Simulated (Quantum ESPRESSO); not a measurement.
# NaCu6 (Pm-3m) in Quantum ESPRESSO: reference runs

Reference runs on NaCu6: the cell as given.

All numbers are computed with Quantum ESPRESSO 7.5; they aren't measurements. Logs are shortened: lines on timing, memory, paths and dates and some standing lists are left out, and cuts for length are marked.

### Step 1. The structure

It takes space group Pm-3m (No. 221, cubic). Conventional cell: a = 4.627 Å, b = 4.627 Å, c = 4.627 Å, α = 90.00°, β = 90.00°, γ = 90.00°. Na (site symmetry m-3m) is surrounded by 24 Cu at 3.41 Å. Cu (site symmetry 4mm) has 5 Cu at 1.92 Å as nearest neighbours.

The cell was built by a generator and needn't be a form met in nature.

### Step 2. Single point, PBE

pw.in

```
&CONTROL
  calculation = 'scf'
  prefix = 'pwscf'
  outdir = './tmp'
  pseudo_dir = './pseudo'
  tprnfor = .true.
  tstress = .true.
  disk_io = 'low'
/
&SYSTEM
  ibrav = 0
  nat = 7
  ntyp = 2
  ecutwfc = 55
  ecutrho = 440
  nbnd = 49
  occupations = 'smearing'
  smearing = 'fd'
  degauss = 0.00367493
/
&ELECTRONS
  conv_thr = 1.4d-09
  electron_maxstep = 120
  mixing_beta = 0.5
/
ATOMIC_SPECIES
Na    22.9898 na_pbe_v1.5.uspp.F.UPF
Cu    63.5460 Cu.paw.z_11.ld1.psl.v1.0.0-low.upf
CELL_PARAMETERS angstrom
   4.6271676800    0.0000000000    0.0000000000
   0.0000000000    4.6271676800    0.0000000000
   0.0000000000    0.0000000000    4.6271676800
ATOMIC_POSITIONS crystal
Na     0.0000000000    0.0000000000    0.0000000000
Cu     0.2070000000    0.5000000000    0.5000000000
Cu     0.5000000000    0.2070000000    0.5000000000
Cu     0.7930000000    0.5000000000    0.5000000000
Cu     0.5000000000    0.7930000000    0.5000000000
Cu     0.5000000000    0.5000000000    0.2070000000
Cu     0.5000000000    0.5000000000    0.7930000000
K_POINTS automatic
6 6 6 0 0 0
```

pp_density.in

```
&INPUTPP
  prefix = 'pwscf'
  outdir = './tmp'
  filplot = 'density.dat'
  plot_num = 0
/
&PLOT
  nfile = 1
  filepp(1) = 'density.dat'
  iflag = 3
  output_format = 6
  fileout = 'density.cube'
/
```

pp_potential.in

```
&INPUTPP
  prefix = 'pwscf'
  outdir = './tmp'
  filplot = 'potential.dat'
  plot_num = 11
/
&PLOT
  nfile = 1
  filepp(1) = 'potential.dat'
  iflag = 3
  output_format = 6
  fileout = 'potential.cube'
/
```

Potentials or basis: SSSP 1.3 efficiency PBE.

Launch:

```console
$ OMP_NUM_THREADS=1 pw.x -in pw.in > pw.out
$ OMP_NUM_THREADS=1 pp.x -in pp_density.in > pp_density.out
$ OMP_NUM_THREADS=1 pp.x -in pp_potential.in > pp_potential.out
```

pw.out:

```text
This program is part of the open-source Quantum ESPRESSO suite
     for quantum simulation of materials; please cite
         "P. Giannozzi et al., J. Phys.:Condens. Matter 21 395502 (2009);
         "P. Giannozzi et al., J. Phys.:Condens. Matter 29 465901 (2017);
         "P. Giannozzi et al., J. Chem. Phys. 152 154105 (2020);
     in publications or presentations arising from this work. More details at

     file Cu.paw.z_11.ld1.psl.v1.0.0-low.upf: wavefunction(s)  4S 3D renormalized
     Message from routine setup:
     using ibrav=0 with symmetry is DISCOURAGED, use correct ibrav instead

     G-vector sticks info
     --------------------
     sticks:   dense  smooth     PW     G-vecs:    dense   smooth      PW
     Sum        2693    1353    401               104295    37073    5887

     Using Slab Decomposition

     bravais-lattice index     =            0
     lattice parameter (alat)  =       8.7441  a.u.
     unit-cell volume          =     668.5630 (a.u.)^3
     number of atoms/cell      =            7
     number of atomic types    =            2
     number of electrons       =        75.00
     number of Kohn-Sham states=           49
     kinetic-energy cutoff     =      55.0000  Ry
     charge density cutoff     =     440.0000  Ry
     scf convergence threshold =      1.4E-09
     mixing beta               =       0.5000
     number of iterations used =            8  plain     mixing
     Exchange-correlation= SLA  PW   PBX  PBC
                           (   1   4   3   4   0   0   0)

     celldm(1)=   8.744080  celldm(2)=   0.000000  celldm(3)=   0.000000
     celldm(4)=   0.000000  celldm(5)=   0.000000  celldm(6)=   0.000000

     crystal axes: (cart. coord. in units of alat)
               a(1) = (   1.000000   0.000000   0.000000 )
               a(2) = (   0.000000   1.000000   0.000000 )
               a(3) = (   0.000000   0.000000   1.000000 )

     reciprocal axes: (cart. coord. in units 2 pi/alat)
               b(1) = (  1.000000  0.000000  0.000000 )
               b(2) = (  0.000000  1.000000  0.000000 )
               b(3) = (  0.000000  0.000000  1.000000 )

     PseudoPot. # 1 for Na read from file:
     na_pbe_v1.5.uspp.F.UPF
     Pseudo is Ultrasoft, Zval =  9.0
     Generated by new atomic code, or converted to UPF format
     Using radial grid of  819 points,  5 beta functions with:
                l(1) =   0
                l(2) =   0
                l(3) =   1
                l(4) =   1
                l(5) =   2
     Q(r) pseudized with  8 coefficients,  rinner =    1.250   1.250   1.250
                                                       1.250   1.250

     PseudoPot. # 2 for Cu read from file:
     Cu.paw.z_11.ld1.psl.v1.0.0-low.upf
     Pseudo is Projector augmented-wave + core cor, Zval = 11.0
     Generated using &quot;atomic&quot; code by A. Dal Corso  v.6.3MaX
     Shape of augmentation charge: PSQ
     Using radial grid of 1199 points,  6 beta functions with:
                l(1) =   0
                l(2) =   0
                l(3) =   1
                l(4) =   1
                l(5) =   2
                l(6) =   2
     Q(r) pseudized with 0 coefficients

     atomic species   valence    mass     pseudopotential
     Na                9.00    22.98980     Na( 1.00)
     Cu               11.00    63.54600     Cu( 1.00)

     48 Sym. Ops., with inversion, found

   Cartesian axes

     site n.     atom                  positions (alat units)
         1        Na     tau(   1) = (   0.0000000   0.0000000   0.0000000  )
         2        Cu     tau(   2) = (   0.2070000   0.5000000   0.5000000  )
         3        Cu     tau(   3) = (   0.5000000   0.2070000   0.5000000  )
         4        Cu     tau(   4) = (   0.7930000   0.5000000   0.5000000  )
         5        Cu     tau(   5) = (   0.5000000   0.7930000   0.5000000  )
         6        Cu     tau(   6) = (   0.5000000   0.5000000   0.2070000  )
         7        Cu     tau(   7) = (   0.5000000   0.5000000   0.7930000  )

     number of k points=    20  Fermi-Dirac smearing, width (Ry)=  0.0037
                       cart. coord. in units 2pi/alat
        k(    1) = (   0.0000000   0.0000000   0.0000000), wk =   0.0092593
        k(    2) = (   0.0000000   0.0000000   0.1666667), wk =   0.0555556
        k(    3) = (   0.0000000   0.0000000   0.3333333), wk =   0.0555556
        k(    4) = (   0.0000000   0.0000000  -0.5000000), wk =   0.0277778
        k(    5) = (   0.0000000   0.1666667   0.1666667), wk =   0.1111111
        k(    6) = (   0.0000000   0.1666667   0.3333333), wk =   0.2222222
[... 12 lines left out ...]
        k(   19) = (   0.3333333  -0.5000000  -0.5000000), wk =   0.0555556
        k(   20) = (  -0.5000000  -0.5000000  -0.5000000), wk =   0.0092593

     Dense  grid:   104295 G-vectors     FFT dimensions: (  60,  60,  60)

     Smooth grid:    37073 G-vectors     FFT dimensions: (  45,  45,  45)

     Initial potential from superposition of free atoms

     starting charge      74.9923, renormalised to      75.0000
     Starting wfcs are   59 randomized atomic wfcs

     Self-consistent Calculation

     iteration #  1     ecut=    55.00 Ry     beta= 0.50
     Davidson diagonalization with overlap
     ethr =  1.00E-02,  avg # of iterations =  6.8

     Threshold (ethr) on eigenvalues was too large:
     Diagonalizing with lowered threshold

     Davidson diagonalization with overlap
     ethr =  2.49E-04,  avg # of iterations =  4.5

     total energy              =   -1372.27232621 Ry
     estimated scf accuracy    <       0.20554952 Ry

     iteration #  2     ecut=    55.00 Ry     beta= 0.50
     Davidson diagonalization with overlap
     ethr =  2.74E-04,  avg # of iterations =  3.0
[... 43 lines left out ...]
     total energy              =   -1372.31431231 Ry
     estimated scf accuracy    <       0.00000003 Ry

     iteration #  9     ecut=    55.00 Ry     beta= 0.50
     Davidson diagonalization with overlap
     ethr =  3.73E-11,  avg # of iterations =  2.0

     End of self-consistent calculation

          k = 0.0000 0.0000 0.0000 (  4625 PWs)   bands (ev):

   -42.3575 -14.2767 -14.2767 -14.2767  -1.1920   2.2347   2.9237   2.9237
     2.9237   3.5959   3.5959   3.5959   4.0489   4.1814   4.1814   4.9359
     4.9359   4.9359   5.2826   5.2826   6.2179   6.2179   6.2179   6.4170
     6.4170   6.4170   6.5957   6.5957   6.5957   7.4719   7.4719   8.1907
     8.8405   8.8405   8.8405   9.7732   9.7732   9.7732  10.2216  10.7623
    10.7623  16.4456  16.4456  16.4456  16.9625  17.9738  17.9738  17.9739
    18.8507
[... 73 lines left out ...]
   -42.3575 -14.2787 -14.2781 -14.2765  -0.2336   2.4784   2.7634   2.8543
     3.1617   3.1944   3.4871   3.7273   3.7714   4.5128   4.7021   4.7209
     4.9503   4.9663   5.1681   5.3988   5.4378   5.7856   5.9717   6.1210
     6.2765   6.4865   6.5819   6.5943   7.1461   7.3700   7.6781   7.7272
     7.8364   7.9050   8.3906   8.4704   8.5991   9.9629  11.3208  12.3344
    13.0122  14.5322  15.1264  15.2437  17.2129  17.4342  17.5144  18.0042
    19.4927

          k = 0.0000-0.5000-0.5000 (  4636 PWs)   bands (ev):

   -42.3575 -14.2786 -14.2786 -14.2764  -0.0504   2.5738   2.5738   2.7232
     3.1758   3.1758   3.6820   3.7111   3.7952   4.5765   4.7599   4.7599
     4.8333   5.0266   5.0266   5.4448   5.4877   5.7713   5.7713   6.2258
     6.2258   6.4516   6.5601   6.5787   7.0925   7.3485   7.8433   7.8433
     7.9322   7.9322   8.2934   8.3795   8.4324   9.1762  11.4127  13.1114
    13.1114  13.4494  15.4455  15.4455  16.8098  17.0782  18.3427  18.3427
    21.6834

          k = 0.1667 0.1667 0.1667 (  4614 PWs)   bands (ev):
[... 41 lines left out ...]
   -42.3575 -14.2786 -14.2780 -14.2769  -0.0884   2.5093   2.7905   2.8587
     3.0876   3.1224   3.4302   3.6662   3.8362   4.5685   4.7079   4.7496
     4.9755   5.0193   5.1943   5.3900   5.5240   5.7189   5.8299   6.1309
     6.2183   6.3742   6.4912   7.1421   7.1995   7.3153   7.5840   7.6285
     7.9007   7.9784   8.3740   8.4645   8.6210   9.9959  10.0514  11.7890
    12.4202  14.8134  15.5758  16.3286  16.6437  18.1252  18.3083  19.3749
    19.9198

          k = 0.1667-0.5000-0.5000 (  4576 PWs)   bands (ev):

   -42.3575 -14.2785 -14.2785 -14.2769   0.1047   2.6041   2.6041   2.7295
     3.1006   3.1006   3.5185   3.6197   3.9708   4.6289   4.7822   4.7822
     4.8343   5.0733   5.0733   5.4337   5.5736   5.7285   5.8610   5.8610
     6.2914   6.2914   6.5796   7.0910   7.2153   7.2928   7.7062   7.7062
     8.0334   8.0334   8.2492   8.3985   8.4552   9.2712  10.2122  11.9249
    11.9249  15.0662  15.1138  16.8598  16.8598  18.7067  18.7067  19.1394
    21.8634

          k = 0.3333 0.3333 0.3333 (  4608 PWs)   bands (ev):
[... 11 lines left out ...]
   -42.3575 -14.2785 -14.2779 -14.2779   0.2616   2.5907   2.8007   2.8335
     2.9721   2.9729   3.2328   3.5586   4.0737   4.7015   4.7314   4.8031
     4.9901   5.1060   5.2230   5.2384   5.2810   5.7683   5.8834   6.0249
     6.4542   6.5036   6.5165   7.1257   7.2023   7.5767   7.5851   7.5890
     7.9921   8.0717   8.2923   8.4838   8.6132   8.9388  10.2130  10.3244
    11.0901  14.3143  16.9846  17.2224  18.0579  19.6376  20.1370  20.1805
    21.4739

          k = 0.3333-0.5000-0.5000 (  4616 PWs)   bands (ev):

   -42.3575 -14.2784 -14.2784 -14.2779   0.4869   2.6802   2.6802   2.7430
     2.9523   2.9523   3.1303   3.5096   4.2596   4.7645   4.8284   4.8284
     4.8374   5.1347   5.1484   5.1484   5.2946   5.8357   5.9592   5.9592
     6.4965   6.4965   6.5813   7.0881   7.1649   7.6956   7.6956   7.6969
     8.1128   8.1128   8.1937   8.4062   8.4977   8.9241   9.4931  10.4059
    10.4059  13.8086  17.5062  18.4751  18.4751  20.2616  20.2616  21.4909
    22.3841

          k =-0.5000-0.5000-0.5000 (  4632 PWs)   bands (ev):

   -42.3575 -14.2783 -14.2783 -14.2783   0.7436   2.7504   2.7504   2.7504
     2.8526   2.8526   2.8526   3.4598   4.4635   4.8520   4.8520   4.8520
     4.8727   4.8727   5.1846   5.1846   5.1846   5.9773   5.9773   5.9773
     6.5822   6.5822   6.5822   7.0866   7.0866   7.8836   7.8836   7.8836
     8.1717   8.1717   8.1717   8.4076   8.4076   8.5155   9.6286   9.6286
     9.6286  13.3010  19.0068  19.0068  19.0068  22.2266  22.2266  22.2266
    22.7227

     the Fermi energy is     9.9382 ev

!    total energy              =   -1372.31431232 Ry
     estimated scf accuracy    <          2.9E-10 Ry
     smearing contrib. (-TS)   =      -0.00138305 Ry
     internal energy E=F+TS    =   -1372.31292927 Ry

     The total energy is F=E-TS. E is the sum of the following terms:
     one-electron contribution =    -527.82984022 Ry
     hartree contribution      =     358.29628270 Ry
     xc contribution           =    -284.07572878 Ry
     ewald contribution        =    -379.33280126 Ry
     one-center paw contrib.   =    -539.37084171 Ry

     convergence has been achieved in   9 iterations

     Forces acting on atoms (cartesian axes, Ry/au):

     atom    1 type  1   force =     0.00000000    0.00000000    0.00000000
     atom    2 type  2   force =    -0.52850041    0.00000000    0.00000000
     atom    3 type  2   force =     0.00000000   -0.52850041    0.00000000
     atom    4 type  2   force =     0.52850041    0.00000000    0.00000000
     atom    5 type  2   force =     0.00000000    0.52850041    0.00000000
     atom    6 type  2   force =     0.00000000    0.00000000   -0.52850041
     atom    7 type  2   force =     0.00000000    0.00000000    0.52850041

     Total force =     1.294556     Total SCF correction =     0.000008

     Computing stress (Cartesian axis) and pressure

          total   stress  (Ry/bohr**3)                   (kbar)     P=     1100.09
   0.00747827   0.00000000   0.00000000         1100.09        0.00        0.00
   0.00000000   0.00747827   0.00000000            0.00     1100.09        0.00
   0.00000000   0.00000000   0.00747827            0.00        0.00     1100.09

=------------------------------------------------------------------------------=
   JOB DONE.
=------------------------------------------------------------------------------=
```

Run time: 2.5 min. Hardware: 1 thread of Intel Xeon Platinum 8488C (Sapphire Rapids), shared host; peak memory 0.48 GiB.

Results:

```
Free energy            : -18671.2874 eV
Pressure               : 110.0 GPa
Largest force          : 13.588 eV/Å
Band gap on the k mesh : none (metal or under the smearing width)
```

Forces on the atoms (eV/Å):
```
Na    0.000   0.000   0.000
Cu  -13.588   0.000   0.000
Cu    0.000 -13.588   0.000
Cu   13.588   0.000   0.000
Cu    0.000  13.588   0.000
Cu    0.000   0.000 -13.588
Cu    0.000   0.000  13.588
```

Caveat: a pressure of tens of GPa on the cell as given is suspect, and the run, the potentials or the cell itself is likely at fault; forces of over 1 eV/Å show positions far from the minimum, so gaps and moduli don't describe the material at rest.
